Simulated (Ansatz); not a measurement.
**CH₅BOSn: a ladder of functionals and wavefunction methods**

One table from this session's results is given with a row withheld; the runs are named, their logs left out.

Method: functionals in def2-TZVPP, the program's frozen cores in correlated methods; program: Ansatz 0.2.0, Gaussian basis.

Levels to be run: LDA (SPW92), PBE-D4, revPBE-D4, BLYP-D4, r2SCAN-D4, B97M-V, PBE0-D4, B3LYP-D4, r2SCANh-D4, r2SCAN0-D4, HSE06-D4, BHLYP-D4, CAM-B3LYP-D4, LC-ωPBE, ωB97X-V, ωB97M-V, B2PLYP, PBE-QIDH; CCSD(T)/def2-SVP; CCSD(T)/def2-TZVPP; MP2/def2-QZVPP; extrapolation to the limit; RPA on PBE.

### The relaxed structure

All runs share one geometry, relaxed beforehand with PBE0-D4 in a triple-zeta def2 set. Sn takes the def2 core potential; no spin-orbit term is included.

SMILES `[BH]1C[O][SnH2]1`, 9 atoms, charge 0, spin multiplicity 1.

Atoms are counted from 1 here; the program's logs count them from 0.

Bond lengths: B1–C2 1.556 Å, B1–Sn4 2.254 Å, B1–H5 1.191 Å, C2–O3 1.424 Å, C2–H6 1.107 Å, C2–H7 1.107 Å, O3–Sn4 2.026 Å, Sn4–H8 1.712 Å, Sn4–H9 1.712 Å. Angles: C2–B1–Sn4 85.0°, C2–B1–H5 131.5°, Sn4–B1–H5 143.5°, B1–C2–O3 108.8°, B1–C2–H6 110.5°, B1–C2–H7 110.4°, O3–C2–H6 111.6°, O3–C2–H7 111.6°, H6–C2–H7 104.0°, C2–O3–Sn4 97.5°, B1–Sn4–O3 68.7°, B1–Sn4–H8 124.8°, B1–Sn4–H9 124.8°, O3–Sn4–H8 110.2°, O3–Sn4–H9 110.2°, H8–Sn4–H9 107.7°.

Set-up of the first run:

The input, in.yaml:

```yaml
crystal:
  periodic: [false, false, false]
  atoms:
    - {symbol: B, position_ang: [0.399195, 0.962761, -0.555223]}
    - {symbol: C, position_ang: [1.178861, -0.222260, 0.084105]}
    - {symbol: O, position_ang: [0.242566, -1.146676, 0.628494]}
    - {symbol: Sn, position_ang: [-1.444144, -0.145076, 0.120147]}
    - {symbol: H, position_ang: [0.774453, 1.944059, -1.115625]}
    - {symbol: H, position_ang: [1.836018, -0.702490, -0.666082]}
    - {symbol: H, position_ang: [1.879935, 0.149441, 0.855998]}
    - {symbol: H, position_ang: [-2.425987, -1.117134, -0.890870]}
    - {symbol: H, position_ang: [-2.352295, 0.231077, 1.521856]}
basis:
  gaussian: {orbitals: def2-TZVPP}
hamiltonian: {xc: lda}
output: {orbitals: {seedname: orbitals}}
```

Command:

```sh
ansatz run in.yaml --threads 2 --pin off --events-out ev --progress --plain --max-ram 4352MiB
```

Among the steps run: LDA; PBE-D4 (GGA); revPBE-D4 (GGA); BLYP-D4 (GGA); r2SCAN-D4 (meta-GGA); B97M-V (meta-GGA); B3LYP-D4 (hybrid); r2SCANh-D4 (hybrid); r2SCAN0-D4 (hybrid); HSE06-D4 (hybrid); BHLYP-D4 (hybrid); CAM-B3LYP-D4 (range-separated); LC-ωPBE (range-separated); ωB97X-V (range-separated); ωB97M-V (range-separated); B2PLYP (double hybrid); PBE-QIDH (double hybrid).

One table of the session follows, with a row left open; its other results are not shown here.

It belongs to the step «Orbital energies across the functionals». 

```
  functional  HOMO (eV)  LUMO (eV)  gap (eV)
 LDA (SPW92)      -5.87      -3.43      2.44
      PBE-D4      -5.72      -3.21      2.51
   revPBE-D4      -5.67      -3.11      2.56
     BLYP-D4      -5.61      -3.06      2.55
   r2SCAN-D4      -6.00      -2.91      3.10
      B97M-V      -6.16      -2.95      3.21
     PBE0-D4      -7.24      -2.25      4.99
    B3LYP-D4          ?          ?         ?
  r2SCANh-D4      -6.58      -2.57      4.01
  r2SCAN0-D4      -7.45      -2.08      5.36
    HSE06-D4      -6.83      -2.63      4.20
    BHLYP-D4      -8.53      -1.22      7.32
CAM-B3LYP-D4      -8.63      -1.13      7.50
     LC-ωPBE      -9.95       0.05     10.00
     ωB97X-V      -9.65      -0.07      9.58
     ωB97M-V      -9.60      -0.30      9.30
```

Estimate the missing values for B3LYP-D4.

Worked estimate for «HOMO (eV)». Against the share of exact exchange, BLYP-D4 (0, -5.61), BHLYP-D4 (0.5, -8.53) give a slope of -5.84 per unit share; at 0.2 the line stands at -6.78.

The run gave: HOMO (eV): -6.98; LUMO (eV): -2.46; gap (eV): 4.52. In «HOMO (eV)» the line misses by +0.20.
